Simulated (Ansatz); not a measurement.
**CH₆N₂SSn: how energies converge with the basis set**

One table from this session's results is given with a row withheld; the runs are named, their logs left out.

Computed with Ansatz 0.2.0, Gaussian basis. Level: one geometry, several basis sets.

The runs, in order: PBE0-D4/def2-SVP; ωB97M-V/def2-SVP; PBE0-D4/def2-QZVPP; ωB97M-V/def2-QZVPP; the functionals' def2-TZVPP values are taken from earlier runs.

## The relaxed structure

An earlier PBE0-D4 in a triple-zeta def2 set relaxation fixed the geometry. Sn takes the def2 core potential; no spin-orbit term is included.

11 atoms, charge 0, spin multiplicity 1.

Atoms are counted from 1 here; the program's logs count them from 0.

Bond lengths: N1–Sn2 2.066 Å, N1–H6 1.012 Å, N1–H7 1.012 Å, Sn2–S3 2.499 Å, Sn2–N5 2.391 Å, S3–H8 1.342 Å, C4–N5 1.261 Å, C4–H9 1.091 Å, C4–H10 1.090 Å, N5–H11 1.017 Å. Angles: Sn2–N1–H6 117.0°, Sn2–N1–H7 114.2°, H6–N1–H7 107.9°, N1–Sn2–S3 96.5°, N1–Sn2–N5 81.8°, S3–Sn2–N5 86.0°, Sn2–S3–H8 93.7°, N5–C4–H9 122.8°, N5–C4–H10 118.1°, H9–C4–H10 119.1°, Sn2–N5–C4 129.3°, Sn2–N5–H11 114.8°, C4–N5–H11 115.6°.

As a file:

```xyz
11
CH6N2SSn
N    -0.4236    1.3898    1.5744
Sn    1.2929    0.5101    0.8329
S     1.0258    1.3058   -1.5209
C    -0.5276   -1.6935   -0.8863
N    -0.2566   -1.2151    0.2481
H    -0.9407    1.9905    0.9447
H    -0.2897    1.8917    2.4424
H     2.3067    1.0652   -1.8400
H    -1.3205   -2.4260   -1.0444
H     0.0433   -1.3379   -1.7437
H    -0.8445   -1.5376    1.0132
```

The first run:

in.yaml

```yaml
crystal:
  periodic: [false, false, false]
  atoms:
    - {symbol: N, position_ang: [-0.423555, 1.389827, 1.574377]}
    - {symbol: Sn, position_ang: [1.292883, 0.510121, 0.832858]}
    - {symbol: S, position_ang: [1.025763, 1.305792, -1.520899]}
    - {symbol: C, position_ang: [-0.527579, -1.693509, -0.886256]}
    - {symbol: N, position_ang: [-0.256623, -1.215086, 0.248111]}
    - {symbol: H, position_ang: [-0.940678, 1.990483, 0.944740]}
    - {symbol: H, position_ang: [-0.289697, 1.891674, 2.442434]}
    - {symbol: H, position_ang: [2.306688, 1.065244, -1.840031]}
    - {symbol: H, position_ang: [-1.320499, -2.425967, -1.044366]}
    - {symbol: H, position_ang: [0.043302, -1.337852, -1.743682]}
    - {symbol: H, position_ang: [-0.844504, -1.537629, 1.013212]}
basis:
  gaussian: {orbitals: def2-SVP}
hamiltonian: {xc: pbe0, dispersion: d4}
output: {orbitals: {seedname: orbitals}}
```

Command:

```console
ansatz run in.yaml --threads 4 --pin off --events-out ev --progress --plain --max-ram 10444MiB
```

Steps of the session up to this table: PBE0-D4 in def2-SVP; ωB97M-V in def2-SVP; PBE0-D4 in def2-QZVPP; ωB97M-V in def2-QZVPP.

One table of the session follows, with a row left open; its other results are not shown here.

It belongs to the step «Functionals by basis». 

| functional | basis | HOMO (eV) |
| --- | --- | --- |
| PBE0-D4 | def2-SVP | -5.77 |
| PBE0-D4 | def2-TZVPP | -5.97 |
| PBE0-D4 | def2-QZVPP | -6.02 |
| ωB97M-V | def2-SVP | -7.79 |
| ωB97M-V | def2-TZVPP | ? |
| ωB97M-V | def2-QZVPP | -8.06 |

Estimate the missing values for ωB97M-V, def2-TZVPP.

The run gave: HOMO (eV): -8.01. In the column «HOMO (eV)» it lies between ωB97M-V, def2-QZVPP (-8.06) and ωB97M-V, def2-SVP (-7.79).
